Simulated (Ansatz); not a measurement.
# KRb₂ (quartet): geometry and frequencies at several levels

One table from this session's results is given with a row withheld; the runs are named, their logs left out.

Computed with Ansatz 0.2.0 (the levels named in each step, unless a step's input says otherwise).

## Starting point

No two atoms stand within bonding distance.

Structure file:

```xyz
3

K    -1.1244    1.6561    3.5359
Rb   -2.2519    0.3228   -1.9353
Rb    2.7664   -1.0804    0.3178
```

The first run:

input.yaml reads:

```yaml
crystal:
  periodic: [false, false, false]
  atoms:
    - { symbol: K, position_ang: [-1.07170959, 1.57845696, 3.37009506] }
    - { symbol: Rb, position_ang: [-2.27374333, 0.36032318, -1.85033993] }
    - { symbol: Rb, position_ang: [2.73541292, -1.04027014, 0.39861487] }
magnetization:
  spin_polarized: true
  initial_magnetization: 3
basis:
  gaussian: { orbitals: def2-TZVPP }
hamiltonian:
  xc: pbe0
  dispersion: d4
relax:
  f_tol: 0.002
  max_steps: 150
```

Run with:

```console
$ ansatz run input.yaml --threads 2 --pin off --max-ram 5120MiB --backend cpu --events-out ev --progress --plain --runs-dir out
```

Steps of the session up to this table: Relaxation, PBE0-D4/def2-TZVPP; Frequencies, PBE0-D4/def2-TZVPP; Relaxation, PBE-D4/def2-TZVPP; Frequencies, PBE-D4/def2-TZVPP; Relaxation, r2SCAN-D4/def2-TZVPP; Frequencies, r2SCAN-D4/def2-TZVPP; Relaxation, B3LYP-D4/def2-TZVPP; Frequencies, B3LYP-D4/def2-TZVPP; Relaxation, B2PLYP/def2-TZVPP.

One of the session's tables, all rows but one given; the rest of the session is left out.

| level | dipole (D) | highest frequency (cm⁻¹) |
| --- | --- | --- |
| PBE0-D4/def2-TZVPP | 0.36 | 29 |
| PBE-D4/def2-TZVPP | 0.35 | 27 |
| r2SCAN-D4/def2-TZVPP | 0.39 | 27 |
| B3LYP-D4/def2-TZVPP | ? | ? |
| B2PLYP/def2-TZVPP | 0.07 | - |

**Question.** Estimate the row for B3LYP-D4/def2-TZVPP.

As computed: dipole (D): 0.14; highest frequency (cm⁻¹): 28. In the column «dipole (D)» it lies between B2PLYP/def2-TZVPP (0.07) and PBE-D4/def2-TZVPP (0.35).
